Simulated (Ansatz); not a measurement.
Below is the output of a Python script on Ansatz 0.2.0, Python API that makes a check of PAW against all-electron LAPW of NbCd₃, space group Pm-3m. Write a script that gives it. Level of theory (first run): LDA, PAW, the default cutoff (420 eV here), 6×6×6 k-points, cold smearing of 0.1 eV.

```cif
data_structure
_symmetry_space_group_name_H-M 'P 1'
_symmetry_Int_Tables_number 1
_cell_length_a 4.2150
_cell_length_b 4.2150
_cell_length_c 4.2150
_cell_angle_alpha 90.000
_cell_angle_beta 90.000
_cell_angle_gamma 90.000
_cell_volume 74.88
loop_
_atom_site_label
_atom_site_type_symbol
_atom_site_fract_x
_atom_site_fract_y
_atom_site_fract_z
_atom_site_occupancy
Nb1 Nb 0.00000 0.00000 0.00000 1
Cd1 Cd 0.00000 0.50000 0.50000 1
Cd2 Cd 0.50000 0.00000 0.50000 1
Cd3 Cd 0.50000 0.50000 0.00000 1
```

`python paw_lapw_nbcd3.py` gives:
```text
DeckWarning: basis.ecutwfc = 420 eV, auto-derived from the records' recommended cutoffs: set by Nb (normal level)
DeckWarning: output.stress: scf.convergence.dr2_threshold = 1e-9 eV is looser than the 4e-10 eV advised for a printed stress (1e-10 eV for each atom of the cell: 4). What an SCF threshold leaves in a stress goes as its square root, and in the free energy as the threshold itself, and one threshold admits the most on a small cell: of the crystals measured, under no hybrid functional and no lock of the moments, on runs that ended without the residual-converged pass, on stresses that held no [...]
PAW levels at the first k-point near E_F: [-0.975 -0.975  0.154  0.154  0.154  1.267  1.267  1.267]
LAPW levels at the first k-point near E_F: [-0.974 -0.974  0.152  0.152  0.152  1.269  1.269  1.269]
     treatment  electrons in bands           P GPa  gap by band count eV
           PAW                73.0          -2.532                 0.000
          LAPW                89.0          -2.523                 0.000
```
(Warnings from the package without file and line, shortened.)

The script that was run (others could print the same):

Script `paw_lapw_nbcd3.py`:
```python
"""Checking the PAW result for NbCd3 with LAPW."""

import ansatz
import numpy as np


def count_gap(report):
    # lowest empty less highest filled band, counting bands; zero where they overlap
    return max(report.get("gap_by_band_count_ev") or 0.0, 0.0)

xtal = (
    ansatz.Lattice.of((4.215, 0.0, 0.0), (0.0, 4.215, 0.0), (0.0, 0.0, 4.215))
    .atom("Nb", (0.0, 0.0, 0.0))
    .atom("Cd", (0.0, 0.5, 0.5))
    .atom("Cd", (0.5, 0.0, 0.5))
    .atom("Cd", (0.5, 0.5, 0.0))
)

job = (
    xtal.calculation()
    .occupations("cold")
    .functional("lda")
    .scf(tolerance=1e-09)
    .kpoints(density=3.4)
    .stress()  # positive in compression
    .forces()  # eV per angstrom
    .band_table()  # levels at the mesh points
)
variants = {
    "PAW": job.pseudopotentials("paw"),
    "LAPW": job.pseudopotentials("all_electron", lapw=True),
}
# totals differ by the cores that each treatment holds, so compare what does not depend on them
rows = []
for label, variant in variants.items():
    summary = variant.run().report
    levels = np.array(summary["eigenvalues_ev"][0]) - summary["fermi_energy_ev"]
    print(label, "levels at the first k-point near E_F:", np.round(levels[np.abs(levels) < 5], 3))
    rows.append((label, summary["n_electrons"], np.trace(summary["stress_gpa"]) / 3, count_gap(summary)))
print("     treatment  electrons in bands           P GPa  gap by band count eV")
for row in rows:
    print(f"{str(row[0]):>14s}  {row[1]:18.1f}  {row[2]:14.3f}  {row[3]:20.3f}")
```

PAW gives -2.532 GPa and LAPW -2.523 GPa, 0.009 GPa apart. They took 2.8 and 31.3 s of processor time.

Caveats:
- No spin polarisation was allowed.
- The computed bands are complete only to about 4.3 eV above the Fermi level.
- For a metal this k-point mesh is coarse: on a finer one energies can move by several to tens of meV an atom and pressures by half a GPa or more, differences at one mesh by less.
- A gap by band count of zero or less means overlapping bands, a metal, and at an odd count of electrons it is no gap at all.
- The starting cell is as deposited in a crystallographic database; the results hold for this polymorph, which needn't be the stable one.
- Levels are Kohn-Sham eigenvalues on this mesh, without spin-orbit coupling.
- Pressure is positive in compression; the treatments may keep other shells as core, so totals and counts of electrons can differ.
- Finished in 35 s on 1 thread of Arm Neoverse V2, on a shared host, peak memory 0.66 GiB.
